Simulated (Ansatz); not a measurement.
# WB (quartet): wave-function methods side by side, def2-TZVPP

One table from this session's results is given with a row withheld; the runs are named, their logs left out.

The runs use Ansatz 0.2.0, Gaussian basis; def2-TZVPP, core rule «outside noble gas», up to 5 orbitals frozen.

Plan: UHF; ROHF; CCSD(T) on UHF.

2 further runs of the same task are left out: 2 set aside as unsound or not needed.

## The geometry

The geometry is a PBE0/def2-TZVP stationary point (not a proven minimum) of the parent state, kept for this charge and spin. No spin-orbit coupling is included. Elements past krypton take def2 core potentials.

2 atoms, charge 0, spin multiplicity 4.

Atoms are counted from 1 here; the program's logs count them from 0.

Bond lengths: W1–B2 1.852 Å.

The first run:

Input file in.yaml:

```yaml
crystal:
  periodic: [false, false, false]
  atoms:
    - {symbol: W, position_ang: [0.000000, 0.000000, 0.000000]}
    - {symbol: B, position_ang: [0.000000, 0.000000, 1.851934]}
basis:
  gaussian: {orbitals: def2-TZVPP}
magnetization: {spin_polarized: true, initial_magnetization: 3}
hamiltonian: {xc: hf}
output: {orbitals: {seedname: orbitals}}
```

On the command line:

```bash
ansatz run in.yaml --threads 1 --pin off --events-out ev --progress --plain --max-ram 4096MiB --backend cpu
```

Among the steps run: UHF; ROHF; CCSD(T) on UHF.

One of the session's tables, all rows but one given; the rest of the session is left out.

It belongs to the step «Misses and costs». 

| method | from UCCSD(T) (meV) |
| --- | --- |
| ROHF | +7713.1 |
| UMP2 | +1544.7 |
| UCCSD | ? |
| UCCSD(T) | 0 |

Estimate the missing values for UCCSD.

The run gave: from UCCSD(T) (meV): +477.3. In the column «from UCCSD(T) (meV)» it lies between UCCSD(T) (0) and UMP2 (+1544.7).

Left out of the table: UHF (another determinant or state than the rows shown).

Caveats from the session: The determinant is far from a pure spin state, so its energy mixes those of several spin states (harmless only where they are near-degenerate, as at dissociation). Warnings: spin contamination; coupled cluster took another determinant than the lowest.
